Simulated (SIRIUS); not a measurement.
# HfB in SIRIUS: the effect of strain

The system is HfB.

```
Hf B
1.0
     0.00000    2.31000    2.31000
     2.21760    0.00000    2.31000
     2.21760    2.31000    0.00000
Hf B
1 1
Direct
  0.50000 0.50000 0.50000
  0.00000 0.00000 0.00000
```

The cell isn't the ideal one: strain = -0.04 (xx).

Alike in all runs:

```yaml
Program: SIRIUS 7.10.0
Task: single point
Functional: PBE
Potentials_or_basis: PseudoDojo 0.4.1 PBE standard (scalar relativistic)
Cutoff: 1054 eV
Density_cutoff: 4214 eV
k_mesh: 10 × 10 × 10
Occupations: fermi-dirac, width 0.05 eV
Spin: no spin polarisation
Strain_kind: xx
Libxc_names: "[\"XC_GGA_X_PBE\", \"XC_GGA_C_PBE\"]"
Energy_tol: 1e-08 Ha
Density_tol: 1e-06
Mixer: anderson
Mixing_beta: 0.7
Max_scf: 100
```

```tsv
strain	pressure (GPa)
-4 % (xx)	43.5
-2 % (xx)	36.7
-1 % (xx)	33.6
+0 % (xx)	30.6
+1 % (xx)	27.9
+2 % (xx)	25.4
+4 % (xx)	?
```

Q: What does the run with strain +4 % (xx) give?

A: Pressure 20.9 GPa.
